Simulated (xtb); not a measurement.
**GFN2-xTB run of C3H7OSi− (SMILES C=C(C)O[SiH2-])**

Aim: the vertical singlet–triplet gap of C3H7OSi− at GFN2-xTB, from 2 runs. 

The calculation is run with xtb 6.7.1.

3 further runs of the same task are left out: 2 that didn't finish, 1 set aside as unsound or not needed.

### 1 The structure to begin with

C3H7OSi−: 12 atoms, total charge -1, spin state singlet. SMILES: `C=C(C)O[SiH2-]`. Geometry: relaxed at GFN2-xTB. This is one conformer, not always the lowest.

Bond lengths: C1–C2 1.341 Å, C2–C3 1.509 Å, C2–O4 1.310 Å, O4–Si5 1.741 Å, C1–H6 1.078 Å, C1–H7 1.078 Å, C3–H8 1.089 Å, C3–H9 1.090 Å, C3–H10 1.090 Å, Si5–H11 1.519 Å, Si5–H12 1.519 Å. Some angles: C1–C2–C3 120.0°, C1–C2–O4 121.3°, C3–C2–O4 118.7°, C2–O4–Si5 130.8°, C2–C1–H6 121.7°, C2–C1–H7 121.2°, C2–C3–H8 111.3°, C2–C3–H9 109.3°, C2–C3–H10 109.4°, O4–Si5–H11 101.6°.

### 2 Energy and forces at GFN2-xTB

coord

```
$coord
     -3.039870135857      0.098416936571      2.107592649534  c
     -1.103770132133      0.180147591461      0.474869277857  c
      1.391802188048     -1.016918319445      1.162200463906  c
     -1.324924780498      1.288566449860     -1.727625417655  o
      0.829722049539      1.624673138386     -4.192130640347  si
     -2.872402606692     -0.808821678601      3.924866674541  h
     -4.837320933817      0.943030027972      1.656326050973  h
      1.321031944681     -1.875515384169      3.031971080656  h
      1.868126555021     -2.449954331532     -0.237330703992  h
      2.871344360063      0.414700398049      1.115788790285  h
      1.774925262555     -1.067071650792     -4.502574848101  h
      3.121355126351      2.668746822241     -2.813972274919  h
$end
```

Run with:

```bash
$ xtb coord --grad --json --chrg -1 | tee coord.out
```

The log of the run, cut to the lines that bear on the results:

```text
* xtb version 6.7.1
[...]
          :  # basis functions                  33          :
[...]
          :  # electrons                        30          :
[...]
          :  Hamiltonian                  GFN2-xTB          :
[...]
          :  net charge                         -1          :
          :  unpaired electrons                  0          :
[...]
   *** convergence criteria satisfied after 13 iterations ***
[...]
         ::                     SUMMARY                     ::
         :::::::::::::::::::::::::::::::::::::::::::::::::::::
         :: total energy             -15.927932318777 Eh    ::
         :: gradient norm              0.000799499548 Eh/a0 ::
         :: HOMO-LUMO gap              1.868462834515 eV    ::
         ::.................................................::
         :: SCC energy               -16.110041172539 Eh    ::
         :: -> isotropic ES            0.142301116626 Eh    ::
         :: -> anisotropic ES         -0.003725644532 Eh    ::
         :: -> anisotropic XC         -0.003139357132 Eh    ::
         :: -> dispersion             -0.010380133753 Eh    ::
         :: repulsion energy           0.182108853762 Eh    ::
         :: add. restraining           0.000000000000 Eh    ::
         :: total charge              -1.000000000000 e     ::
         :::::::::::::::::::::::::::::::::::::::::::::::::::::
[...]
        15        2.0000           -0.0751109              -2.0439 (HOMO)
        16                         -0.0064462              -0.1754 (LUMO)
[...]
     #   Z          covCN         q      C6AA      α(0)
     1   6 c        2.841    -0.180    32.704     9.372
     2   6 c        2.847     0.159    24.553     8.121
     3   6 c        3.757    -0.083    22.129     6.707
     4   8 o        1.621    -0.461    22.095     6.344
     5  14 si       2.594     0.151   191.559    30.379
     6   1 h        0.926    -0.037     3.794     3.046
     7   1 h        0.926    -0.018     3.398     2.883
     8   1 h        0.925    -0.014     3.315     2.847
     9   1 h        0.925     0.027     2.632     2.537
    10   1 h        0.925     0.026     2.649     2.545
    11   1 h        0.898    -0.285    20.127     7.020
    12   1 h        0.897    -0.284    20.075     7.011
[...]
     #   Z sym  total        # sym  WBO       # sym  WBO       # sym  WBO
 ---------------------------------------------------------------------------
     1   6 c    3.919 --     2 c    1.731     7 h    0.980     6 h    0.979
                             4 o    0.144
     2   6 c    3.962 --     1 c    1.731     4 o    1.215     3 c    1.000
     3   6 c    3.996 --     2 c    1.000     8 h    0.988    10 h    0.977
                             9 h    0.977
     4   8 o    2.144 --     2 c    1.215     5 si   0.692     1 c    0.144
     5  14 si   2.453 --    12 h    0.859    11 h    0.859     4 o    0.692
     6   1 h    0.999 --     1 c    0.979
     7   1 h    1.000 --     1 c    0.980
     8   1 h    1.000 --     3 c    0.988
     9   1 h    0.999 --     3 c    0.977
    10   1 h    0.999 --     3 c    0.977
    11   1 h    0.919 --     5 si   0.859
[...]
molecular dipole:
                 x           y           z       tot (Debye)
 q only:       -0.098      -0.724       1.647
   full:        0.252      -1.427       2.918       8.280
molecular quadrupole (traceless):
[...]
          | TOTAL ENERGY              -15.927932318777 Eh   |
          | GRADIENT NORM               0.000799499548 Eh/α |
          | HOMO-LUMO GAP               1.868462834515 eV   |
           -------------------------------------------------
[...]
```

Standard error:

```text
normal termination of xtb
```

Run time: 0.034 s. Hardware: 1 thread of Intel Xeon 6975P-C (Granite Rapids), shared host.

### 3 The triplet, same level

input.inp

```
$chrg -1
$spin 2
$end
```

struc.xyz

```xyz
12

C     -1.608630     0.052080     1.115290
C     -0.584090     0.095330     0.251290
C      0.736510    -0.538130     0.615010
O     -0.701120     0.681880    -0.914220
Si     0.439070     0.859740    -2.218380
H     -1.520010    -0.428010     2.076950
H     -2.559800     0.499030     0.876490
H      0.699060    -0.992480     1.604450
H      0.988570    -1.296460    -0.125590
H      1.519450     0.219450     0.590450
H      0.939250    -0.564670    -2.382660
H      1.651750     1.412240    -1.489090
```

Run with:

```bash
$ xtb struc.xyz -I input.inp --grad --gfn2 --parallel 1 | tee xtb.out
```

The log of the run, cut to the lines that bear on the results:

```text
* xtb version 6.7.1
[...]
          :  # basis functions                  33          :
[...]
          :  # electrons                        30          :
[...]
          :  Hamiltonian                  GFN2-xTB          :
[...]
          :  net charge                         -1          :
          :  unpaired electrons                  2          :
[...]
   *** convergence criteria satisfied after 42 iterations ***
[...]
         ::                     SUMMARY                     ::
         :::::::::::::::::::::::::::::::::::::::::::::::::::::
         :: total energy             -15.819079228631 Eh    ::
         :: gradient norm              0.097201967775 Eh/a0 ::
         :: HOMO-LUMO gap              0.447688526213 eV    ::
         ::.................................................::
         :: SCC energy               -16.001188082398 Eh    ::
         :: -> isotropic ES            0.144546485180 Eh    ::
         :: -> anisotropic ES          0.000573868539 Eh    ::
         :: -> anisotropic XC         -0.003346544906 Eh    ::
         :: -> dispersion             -0.009684755399 Eh    ::
         :: repulsion energy           0.182108853767 Eh    ::
         :: add. restraining           0.000000000000 Eh    ::
         :: total charge              -0.999999999999 e     ::
         :::::::::::::::::::::::::::::::::::::::::::::::::::::
[...]
        16        0.9998            0.0242601               0.6602 (HOMO)
        17        0.0002            0.0407124               1.1078 (LUMO)
[...]
molecular dipole:
                 x           y           z       tot (Debye)
 q only:        0.641      -0.435       0.450
   full:        1.049      -0.892       1.157       4.571
molecular quadrupole (traceless):
[...]
          | TOTAL ENERGY              -15.819079228631 Eh   |
          | GRADIENT NORM               0.097201967775 Eh/α |
          | HOMO-LUMO GAP               0.447688526213 eV   |
           -------------------------------------------------
[...]
```

Standard error:

```text
normal termination of xtb
```

Wall time 0.042 s (1 thread of Intel Xeon 6975P-C (Granite Rapids), shared host).

### 4 What came out

Level: GFN2-xTB.

```
                                        quantity          value
                           singlet: total energy   -15.92793 Eh
                            singlet: HOMO energy       -2.04 eV
                            singlet: LUMO energy       -0.18 eV
                          singlet: HOMO–LUMO gap        1.87 eV
                      singlet: dispersion energy  -27.25 kJ/mol
               singlet: largest force on an atom     0.023 eV/Å
         singlet: mean polarisability (D4 model)     88.8 bohr³
                           triplet: total energy   -15.81908 Eh
            triplet: HOMO energy (partly filled)        0.66 eV
                            triplet: LUMO energy        1.11 eV
                      triplet: dispersion energy  -25.43 kJ/mol
               triplet: largest force on an atom     2.900 eV/Å
         triplet: mean polarisability (D4 model)     86.3 bohr³
vertical energy of the triplet above the singlet       2.962 eV
```

The method runs without spin polarisation, so open shells lack the exchange term that lowers high spin: such gaps come out too high and can have the wrong sign. At this shape the triplet lies 2.96 eV (68 kcal/mol) above the singlet. Mulliken charges (singlet) run from -0.46 on O4 to +0.16 on C2. The HOMO (triplet) lies at positive energy, 0.66 eV: the electron is unbound at this level or held by a compact basis; values depend on the basis.
